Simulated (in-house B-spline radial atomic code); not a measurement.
# Ho⁺: excited configurations

Wanted: excitation energies of Ho⁺ as differences of total energies (ΔSCF).

The numbers are computed with in-house B-spline radial atomic code version 1 (Dirac-Hartree-Fock, average of configuration, Fermi nucleus, basis-set limit), except any that are marked as measured or tabulated.

### 1 The atom as given

| Property | Result |
| --- | --- |
| element | holmium (Z = 67) |
| charge | +1 |
| electrons | 66 |
| configuration | [Xe] 4f11 6s1 |
| Hamiltonian | Dirac-Coulomb |
| nucleus | Fermi, rms radius 5.202 fm |

The outer shells:

[Xe] 4f11 6s1
```
[Xe] core
4f [↑↓][↑↓][↑↓][↑↓][↑ ][↑ ][↑ ]
6s [↑ ]
```

The boxes draw the filling by Hund's rule, which heavy ions in jj coupling don't follow; these runs average over all states of the configuration.

Settings, as recorded:

```ini
Z = 67
electrons = 66.0
configuration = [Xe] 4f11 6s1
hamiltonian = dirac
method = hf
spin_polarised = False
nucleus = fermi
rms_radius = 5.2022
mass_number = 165
atomic_mass = 164.930329116
speed_of_light = 137.035999084
```

From the earlier run of the reference: total energy -12621.193952 hartree. Levels, eight at most:

| orbital | occupation | energy (eV) | <r> (bohr) |
| --- | --- | --- | --- |
| 4d3/2 | 4 | -194.57 | 0.5924 |
| 4d5/2 | 6 | -186.89 | 0.6034 |
| 5s1/2 | 2 | -67.712 | 1.304 |
| 5p1/2 | 2 | -42.254 | 1.464 |
| 5p3/2 | 4 | -36.934 | 1.568 |
| 4f5/2 | 4.71429 | -20.144 | 0.8033 |
| 4f7/2 | 6.28571 | -19.034 | 0.8192 |
| 6s1/2 | 1 | -10.934 | 3.894 |

### 2 Configuration [Kr] 4d9 4f11 5s2 5p6 6s1 8s1

Settings, as recorded:

```ini
Z = 67
electrons = 66.0
configuration = [Kr] 4d9 4f11 5s2 5p6 6s1 8s1
hamiltonian = dirac
method = hf
spin_polarised = False
nucleus = fermi
rms_radius = 5.2022
mass_number = 165
atomic_mass = 164.930329116
speed_of_light = 137.035999084
```

### 3 Configuration [Xe] 4f10 6s1 8f1

Changes to the settings of step 2:

```diff
@@ -2,3 +2,3 @@
 electrons = 66.0
-configuration = [Kr] 4d9 4f11 5s2 5p6 6s1 8s1
+configuration = [Xe] 4f10 6s1 8f1
 hamiltonian = dirac
```

### 4 Run with [Kr] 4d9 4f11 5s2 5p6 6s1 9s1

Changes to the settings of step 3:

```diff
@@ -2,3 +2,3 @@
 electrons = 66.0
-configuration = [Xe] 4f10 6s1 8f1
+configuration = [Kr] 4d9 4f11 5s2 5p6 6s1 9s1
 hamiltonian = dirac
```

### 5 [Kr] 4d9 4f11 5s2 5p6 6s1 6d1

Changes to the settings of step 4:

```diff
@@ -2,3 +2,3 @@
 electrons = 66.0
-configuration = [Kr] 4d9 4f11 5s2 5p6 6s1 9s1
+configuration = [Kr] 4d9 4f11 5s2 5p6 6s1 6d1
 hamiltonian = dirac
```

### 6 [Xe] 4f10 6s1 10g1

Changes to the settings of step 5:

```diff
@@ -2,3 +2,3 @@
 electrons = 66.0
-configuration = [Kr] 4d9 4f11 5s2 5p6 6s1 6d1
+configuration = [Xe] 4f10 6s1 10g1
 hamiltonian = dirac
```

### 7 Run with [Xe] 4f10 5g1 6s1

Changes to the settings of step 6:

```diff
@@ -2,3 +2,3 @@
 electrons = 66.0
-configuration = [Xe] 4f10 6s1 10g1
+configuration = [Xe] 4f10 5g1 6s1
 hamiltonian = dirac
```

How far above the reference does each configuration lie (order and size, in eV)?

As calculated:

| net move | configuration | energy above the reference (eV) | with Breit, QED, recoil (eV) | largest <r> (bohr) |
| --- | --- | --- | --- | --- |
| 4f → 5g | [Xe] 4f10 5g1 6s1 | 10.424 | 10.551 | 13.7 |
| 4f → 8f | [Xe] 4f10 6s1 8f1 | 11.475 | 11.603 | 33.2 |
| 4f → 10g | [Xe] 4f10 6s1 10g1 | 12.058 | 12.185 | 69.9 |
| 4d → 6d | [Kr] 4d9 4f11 5s2 5p6 6s1 6d1 | 175.43 | 175.30 | 7.54 |
| 4d → 8s | [Kr] 4d9 4f11 5s2 5p6 6s1 8s1 | 176.92 | 176.79 | 13.2 |
| 4d → 9s | [Kr] 4d9 4f11 5s2 5p6 6s1 9s1 | 178.03 | 177.90 | 20.2 |

Quantum defects of the promoted electron, δ = n − ζ/√(−2ε) with ζ = 2 and ε its orbital energy in hartree:

| promotion | δ |
| --- | --- |
| 4f → 8f | 1.051 |
| 4f → 10g | 0.005 |
| 4d → 8s | 3.912 |
| 4d → 9s | 3.876 |

**Reading.** The lowest of them is 4f → 5g at 10.424 eV and the highest 4d → 9s at 178.03 eV. Koopmans' estimate of the ionisation threshold is 10.934 eV; 5 configurations exceed it by over 2 % and could autoionise. Of those tabulated, the defect is largest for 8s (3.91) and least for 10g (0.01): low angular momentum penetrates the core, high angular momentum stays outside it. Two partly filled shells share a symmetry and can mix in the average, which may lower the energy, for: 4f → 8f; 4d → 6d; 4d → 8s; 4d → 9s. These are averages over configurations, without correlation, not spectroscopic levels.
